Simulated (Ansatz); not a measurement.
# CH5GaO2: the cost of one run

Method: the settings change from run to run; program: Ansatz 0.2.0, Gaussian basis.

**1. The geometry**

The structure was relaxed beforehand with PBE0-D4 in a triple-zeta def2 set.

9 atoms, charge 0, spin multiplicity 1.

Atoms are counted from 1 here; the program's logs count them from 0.

Bond lengths: C1–Ga2 1.941 Å, C1–H5 1.090 Å, C1–H6 1.091 Å, C1–H7 1.091 Å, Ga2–O3 1.791 Å, Ga2–O4 1.791 Å, O3–H8 0.959 Å, O4–H9 0.959 Å. Angles: Ga2–C1–H5 110.5°, Ga2–C1–H6 109.9°, Ga2–C1–H7 110.2°, H5–C1–H6 108.9°, H5–C1–H7 109.4°, H6–C1–H7 107.9°, C1–Ga2–O3 121.3°, C1–Ga2–O4 121.2°, O3–Ga2–O4 117.5°, Ga2–O3–H8 115.4°, Ga2–O4–H9 115.3°.

Geometry (Å):

```
C     0.13948    0.74057   -1.38561
Ga   -0.02230   -0.18041    0.31493
O     0.23788   -1.94754    0.44320
O    -0.43567    0.70675    1.81480
H     0.25976    0.02446   -2.19788
H     1.00530    1.40487   -1.36807
H    -0.74658    1.34990   -1.56884
H     0.14120   -2.31448    1.32362
H    -0.49067    0.16957    2.60696
```

**2. PBE/def2-TZVPD**

This run has relativity set to scalar, high accuracy.

in.yaml reads:

```yaml
crystal:
  periodic: [false, false, false]
  atoms:
    - {symbol: C, position_ang: [0.139485, 0.740573, -1.385607]}
    - {symbol: Ga, position_ang: [-0.022304, -0.180408, 0.314934]}
    - {symbol: O, position_ang: [0.237878, -1.947537, 0.443198]}
    - {symbol: O, position_ang: [-0.435670, 0.706754, 1.814801]}
    - {symbol: H, position_ang: [0.259764, 0.024460, -2.197885]}
    - {symbol: H, position_ang: [1.005296, 1.404870, -1.368073]}
    - {symbol: H, position_ang: [-0.746583, 1.349900, -1.568842]}
    - {symbol: H, position_ang: [0.141200, -2.314485, 1.323616]}
    - {symbol: H, position_ang: [-0.490666, 0.169572, 2.606956]}
basis:
  gaussian: {orbitals: def2-TZVPD}
hamiltonian: {xc: {name: PBE}, pseudopotentials: {relativity: scalar}}
accuracy: high
output: {forces: true}
```

Launch:

```sh
> ansatz run in.yaml --threads 4 --pin off --events-out ev --progress --plain --max-ram 10444MiB
```

**Question.** How long does this run take on 4 threads of Intel Xeon Platinum 8488C, shared host, and how much memory does it need?

About 8 s, with a peak of 1.1 GiB.
